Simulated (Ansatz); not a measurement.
**C2H6BrNSi: basis-set convergence**

One table from this session's results is given with a row withheld; the runs are named, their logs left out.

The runs use Ansatz 0.2.0, Gaussian basis; one geometry, several basis sets.

The runs, in order: PBE0-D4/def2-SVP; ωB97M-V/def2-SVP; PBE0-D4/def2-QZVPP; ωB97M-V/def2-QZVPP; the functionals' def2-TZVPP values are taken from earlier runs.

### The relaxed structure

An earlier PBE0-D4 in a triple-zeta def2 set relaxation fixed the geometry.

SMILES `N/C=C(/[SiH3])Br`, 11 atoms, charge 0, spin multiplicity 1.

Atoms are counted from 1 here; the program's logs count them from 0.

Bond lengths: N1–C2 1.355 Å, N1–H6 1.003 Å, N1–H7 1.007 Å, C2–C3 1.344 Å, C2–H8 1.087 Å, C3–Si4 1.840 Å, C3–Br5 1.908 Å, Si4–H9 1.487 Å, Si4–H10 1.487 Å, Si4–H11 1.490 Å. Angles: C2–N1–H6 119.0°, C2–N1–H7 117.9°, H6–N1–H7 116.9°, N1–C2–C3 127.6°, N1–C2–H8 115.0°, C3–C2–H8 117.4°, C2–C3–Si4 125.4°, C2–C3–Br5 118.0°, Si4–C3–Br5 116.7°, C3–Si4–H9 111.3°, C3–Si4–H10 111.6°, C3–Si4–H11 107.2°, H9–Si4–H10 107.8°, H9–Si4–H11 109.5°, H10–Si4–H11 109.4°.

The first run:

in.yaml reads:

```yaml
crystal:
  periodic: [false, false, false]
  atoms:
    - {symbol: N, position_ang: [-0.951423, 1.497126, -1.304897]}
    - {symbol: C, position_ang: [-0.573646, 0.337104, -0.716263]}
    - {symbol: C, position_ang: [0.299814, 0.176739, 0.292169]}
    - {symbol: Si, position_ang: [0.824563, -1.438334, 0.999680]}
    - {symbol: Br, position_ang: [1.075383, 1.741467, 1.061584]}
    - {symbol: H, position_ang: [-1.779346, 1.508421, -1.870305]}
    - {symbol: H, position_ang: [-0.695681, 2.360281, -0.853371]}
    - {symbol: H, position_ang: [-1.011652, -0.560373, -1.145288]}
    - {symbol: H, position_ang: [0.500885, -1.524253, 2.448229]}
    - {symbol: H, position_ang: [2.287982, -1.652387, 0.847379]}
    - {symbol: H, position_ang: [0.088621, -2.502789, 0.261784]}
basis:
  gaussian: {orbitals: def2-SVP}
hamiltonian: {xc: pbe0, dispersion: d4}
output: {orbitals: {seedname: orbitals}}
```

Steps of the session up to this table: PBE0-D4 in def2-SVP; ωB97M-V in def2-SVP; PBE0-D4 in def2-QZVPP; ωB97M-V in def2-QZVPP.

One of the session's tables, all rows but one given; the rest of the session is left out.

It belongs to the step «Functionals by basis». 

```
functional       basis  HOMO (eV)  LUMO (eV)
   PBE0-D4    def2-SVP      -6.10       0.43
   PBE0-D4  def2-TZVPP      -6.26       0.13
   PBE0-D4  def2-QZVPP      -6.29      -0.04
   ωB97M-V    def2-SVP      -8.19       2.56
   ωB97M-V  def2-TZVPP      -8.38       2.00
   ωB97M-V  def2-QZVPP          ?          ?
```

**Question.** Estimate the row for ωB97M-V, def2-QZVPP.

The run gave: HOMO (eV): -8.42; LUMO (eV): 1.40. In the column «HOMO (eV)» it is the lowest.
